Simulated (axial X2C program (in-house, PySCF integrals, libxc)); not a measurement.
# BrLi⁺: EOM-EA-CCSD levels

Aim: EOM-EA-CCSD levels of BrLi⁺, with spin–orbit coupling in the Hamiltonian from the start.

Method: two-component X2C with atomic mean-field terms, Br dyall-acv3z, Li dyall-acv3z; program: an in-house X2C program for linear molecules on PySCF integrals.

All values are calculated.

### 1 The job

task.json

```json
{"zs": [35, 3], "q": 1, "bas": ["dyall-acv3z", "dyall-acv3z"], "r0": 2.47, "eom": "ea", "thr": -2.0, "nmax": 92, "grid": [1, 0.96, 1.045, 0.92, 1.09, 1.15]}
```

Keys: zs atomic numbers; q charge; bas basis sets; r0 starting distance in Å; eom kind of EOM run; thr threshold in hartree for freezing inner shells (an s shell follows its p shell); nmax most natural virtual spinors; grid distances as factors.

Started as:

```bash
python soeom.py task.json out
```

Nuclei are Gaussian, cores are contracted, and the Gaunt term is on.

### 2 EOM-EA-CCSD at 2.517 Å

Reference: the closed shell BrLi²⁺; 6 electrons correlated, 92 virtual spinors; roots sought by Ω: 1/2: 5, 3/2: 4, 5/2: 2, 7/2: 1.

Output:

```text
two-component X2C + atomic mean field  HF
basis functions 169  fitting functions 836  grid points 5084
iter        total energy     max residual
   1      -2610.194959842     2.39e-01
   2      -2610.208541320     6.82e-03
   3      -2610.208732099     3.27e-03
   4      -2610.208753983     1.02e-03
   5      -2610.208755228     4.89e-05
   6      -2610.208755253     1.15e-05
   7      -2610.208755255     2.02e-06
   8      -2610.208755256     5.51e-07
converged
one-electron -3651.32379940  Coulomb 1112.50272781  exact exchange -92.46991106  xc functional 0.00000000  nuclear repulsion 22.07533061  atomic mean-field constant -0.99310321
correlated 6  virtual 238  natural virtual 92  E(MP2) -0.124962326  MP2 remainder -0.004383395
iter   CCSD correlation   residual
   1     -0.140462927   1.40e-01
   2     -0.152305433   1.01e-01
   3     -0.159457779   7.06e-02
   4     -0.162191599   3.45e-02
   5     -0.162990313   1.77e-02
   6     -0.163646986   1.22e-02
   7     -0.163808035   6.27e-03
   8     -0.163836710   2.71e-03
   9     -0.163848294   2.10e-03
  10     -0.163851071   1.58e-03
  11     -0.163847630   6.74e-04
  12     -0.163850900   2.37e-04
  13     -0.163856789   1.21e-04
  14     -0.163861498   6.43e-05
  15     -0.163865139   4.04e-05
  16     -0.163866521   2.55e-05
  17     -0.163867328   1.69e-05
  18     -0.163867734   9.99e-06
  19     -0.163867866   5.84e-06
  20     -0.163867881   4.45e-06
(T) -0.011233237  T1 0.0088  D1 0.0127  max T2 0.327
EOM-EA-CCSD roots
2*Omega      energy/Eh   energy/eV  one-particle weight
    1      -0.54735059    -14.8942      0.001
    1      -0.51008653    -13.8802      0.001
    1      -0.34544489     -9.4000      0.978
    1      -0.30074731     -8.1838      0.943
    1      -0.29169462     -7.9374      0.034
    3      -0.64404629    -17.5254      0.946
    3      -0.29748701     -8.0950      0.297
    3      -0.29625879     -8.0616      0.771
    3      -0.27947455     -7.6049      0.119
    5      -0.29089090     -7.9155      0.000
    5      -0.25044618     -6.8150      0.004
    7      -0.24274580     -6.6054      0.000
```

T1 in the output is the amplitude norm over the root of the electron number; divide by √2 for the Lee–Taylor value.

```csv
Ω,binding energy (eV),above lowest (cm⁻¹),spinor,weight
3/2,17.525,0,95% Br pπ,0.95
1/2,9.400,65540,"69% Li sσ, 18% Br sσ, 7% Br pσ",0.98
1/2,8.184,75350,"70% Li pπ, 21% Br dπ, 7% Br pπ",0.94
3/2,8.062,76330,"73% Li pπ, 19% Br dπ, 6% Br pπ",0.77
```

Run time: 6.8 s. Hardware: 1 thread of Arm Neoverse V1, shared host; peak memory 0.54 GiB.

### 3 EOM-EA-CCSD at 2.416 Å

```csv
Ω,binding energy (eV),above lowest (cm⁻¹),spinor,weight
3/2,17.705,0,94% Br pπ,0.95
1/2,9.392,67050,"68% Li sσ, 19% Br sσ, 7% Br pσ",0.98
1/2,8.278,76040,"69% Li pπ, 23% Br dπ, 7% Br pπ",0.95
3/2,8.139,77150,"72% Li pπ, 21% Br dπ, 6% Br pπ",0.88
```

It took 7.4 s on 1 thread of Arm Neoverse V1, shared host; peak memory 0.56 GiB.

### 4 EOM-EA-CCSD at 2.630 Å

```csv
Ω,binding energy (eV),above lowest (cm⁻¹),spinor,weight
3/2,17.330,0,96% Br pπ,0.95
1/2,9.416,63830,"69% Li sσ, 17% Br sσ, 7% Br pσ",0.98
1/2,8.085,74560,"72% Li pπ, 19% Br dπ, 7% Br pπ",0.91
3/2,7.999,75260,"75% Li pπ, 17% Br dπ, 6% Br pπ",0.75
```

Wall time 7.1 s (1 thread of Arm Neoverse V1, shared host); peak memory 0.57 GiB.

### 5 EOM-EA-CCSD at 2.316 Å

```csv
Ω,binding energy (eV),above lowest (cm⁻¹),spinor,weight
3/2,17.888,0,93% Br pπ,0.95
1/2,9.398,68480,"68% Li sσ, 20% Br sσ, 6% Br pσ",0.98
1/2,8.373,76740,"67% Li pπ, 25% Br dπ, 7% Br pπ",0.95
3/2,8.215,78020,"70% Li pπ, 23% Br dπ, 6% Br pπ",0.91
```

Wall time 7.9 s (1 thread of Arm Neoverse V1, shared host); peak memory 0.57 GiB.

### 6 EOM-EA-CCSD at 2.744 Å

```csv
Ω,binding energy (eV),above lowest (cm⁻¹),spinor,weight
3/2,17.141,0,96% Br pπ,0.94
1/2,9.433,62170,"69% Li sσ, 16% Br sσ, 8% Br pσ",0.98
```

It took 8.1 s on 1 thread of Arm Neoverse V1, shared host; peak memory 0.58 GiB.

### 7 EOM-EA-CCSD at 2.894 Å

```csv
Ω,binding energy (eV),above lowest (cm⁻¹),spinor,weight
3/2,16.899,0,97% Br pπ,0.94
1/2,9.450,60090,"69% Li sσ, 15% Br sσ, 8% Br pσ",0.98
1/2,7.838,73080,"74% Li pπ, 15% Br dπ, 7% Br pπ",0.91
3/2,7.636,74720,"79% Li pπ, 13% Br dπ, 7% Br pπ",0.77
```

It took 6.9 s on 1 thread of Arm Neoverse V1, shared host; peak memory 0.58 GiB.

### 8 Curves of the states

Energies in eV from the lowest point of the lowest state; states are followed by energy order within each Ω.

```csv
R (Å),(1)Ω=3/2,(3)Ω=1/2
2.316,0.0806,8.5710
2.416,0.0230,8.3357
2.517,0.0000,8.1254
2.630,0.0034,7.9174
2.744,0.0258,7.7334
2.894,0.0720,7.5217
```

Constants where the minimum is well bracketed (masses 78.918 and 7.016 u):

```csv
state,Te (cm⁻¹),Re (Å),ωe (cm⁻¹)
(1)Ω=3/2,0,2.558,293.6
```

### 9 Summary of results

```
                     quantity                             value
       lowest root at 2.517 Å                Ω = 3/2, 17.525 eV
next root led by one particle  Ω = 1/2, about 65540 cm⁻¹ higher
          T1 of the reference                             0.006
      lowest state, Re and ωe               2.558 Å, 293.6 cm⁻¹
```

In words: The added electron is bound by 17.53 eV in a spinor of 95% Br pπ. Errors of 0.1 to 0.3 eV are usual at this size, and roots led by higher excitations are left out, so the list is incomplete, and low states of that kind can be missing. T1 or the largest double amplitude of the reference is raised, which lowers the reliability.
